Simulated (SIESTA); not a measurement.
**Ta3AsAu2O13 in SIESTA: the effect of functional**

Crystal: Ta3AsAu2O13.

```
Ta As Au O
1.0
     5.72385   -0.00745   -0.00403
     1.30279    6.25499    0.00561
     0.27574    1.30074    8.36754
Ta As Au O
3 1 2 13
Cartesian
  1.8016 2.6675 4.8901
  0.6106 1.9943 8.3559
  4.2828 4.5395 4.2252
  4.7578 6.6860 6.9518
  3.4916 0.8150 1.5556
  1.4492 5.7148 3.7432
  4.8936 5.2811 5.9496
  3.3221 1.7411 5.8246
  6.2809 6.7422 7.6940
  3.3672 6.6706 7.9235
  4.5687 1.8638 0.2577
  1.7240 1.5064 0.9269
  0.9962 1.2256 4.1088
  3.3758 2.9946 3.6400
  0.9058 2.6910 6.5776
  6.1615 3.9169 3.8186
  4.0664 5.7780 2.9290
  2.4385 4.7506 5.2300
  6.5613 6.2408 1.8957
```

The cell was built by a generator and needn't be a form met in nature.

Alike in all runs:

* Program: SIESTA 5.4.2
* Task: band structure
* Basis: DZP (energy shift 0.003 Ry; two zetas on semicore shells)
* Grid cutoff: 800 Ry
* Energy shift: 0.003 Ry
* k mesh: 5 × 5 × 4
* Occupations: fermi-dirac, width 0.05 eV
* Spin: no spin polarisation

```csv
functional,potentials or basis,gap on the mesh (eV),pressure (GPa),largest force (eV/Å)
LDA,PseudoDojo 0.4 standard (LDA files),1.10,-5.1,0.63
PBEsol,PseudoDojo 0.4 standard (PBEsol files),1.12,-0.9,0.68
RPBE,PseudoDojo 0.4 standard (PBE files),1.18,6.4,0.98
BLYP,PseudoDojo 0.4 standard (PBE files),1.19,8.3,1.11
AM05,PseudoDojo 0.4 standard (PBEsol files),?,?,?
```

Q: What does the run with functional AM05 give?

A: gap on the mesh 1.12 eV; pressure -0.5 GPa; largest force 0.63 eV/Å.

Caveats: short orbitals over semicore shells can move pressures by several GPa; spin-orbit coupling is left out, which moves the levels of the heavy elements; the basis of atomic orbitals isn't converged, which shifts pressures, moduli and gaps; the potentials were made for another functional, which shifts forces and pressure (some runs).

Runs at the PBE level aren't shown here.
